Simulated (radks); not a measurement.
# Ta²⁺ in [Xe] 4f14 5d1 5f2: an all-electron calculation

Aim: the levels, the sizes of the orbitals and the parts of the energy of the tantalum ion Ta2+.

Program: radks (a radial shooting solver on a logarithmic mesh, Libxc functionals) version 1. Level of theory: Dirac Kohn-Sham, PBEsol, spin-unpolarised, spherical densities, point nucleus; open shells fill j = l - 1/2 first. These are calculated values, not measurements, unless marked.

## (1) The system

- element: tantalum (Z = 73)
- charge: +2
- electrons: 71
- configuration: [Xe] 4f14 5d1 5f2

## (2) Self-consistent calculation

The run's settings:

```text
Z 73
configuration [Xe] 4f14 5d1 5f2 6s0 6p0
relativity Dirac
functional pbe_sol,pbe_sol
spin unpolarised
j_filling energy
nucleus point
c 137.035999084
```

Command:

```sh
$ python run_ks.py task.json out
```

All runs below come from this command, one after another.

**Question.** What will this run give?

The runs gave:

| quantity | value |
| --- | --- |
| total energy | -15619.1120 hartree |
| exchange-correlation share of it | 2.00 % |
| −T/E | 1.1228 |
| highest occupied level | 5f5/2, -7.441 eV |
| most extended occupied level | 5f5/2, <r> = 4.63 bohr |
| radius at density 0.001 e/bohr³ | 5.43 bohr |
| maxima of the radial density | 5 |

**Reading.** The radial density shows 5 maxima for 5 occupied principal shells. −T/E is 1.123: with relativity the kinetic term as defined here no longer equals −E. This is not the tabulated ground configuration, so its levels and sizes aren't those of the ground state, and no measured value stands beside it.
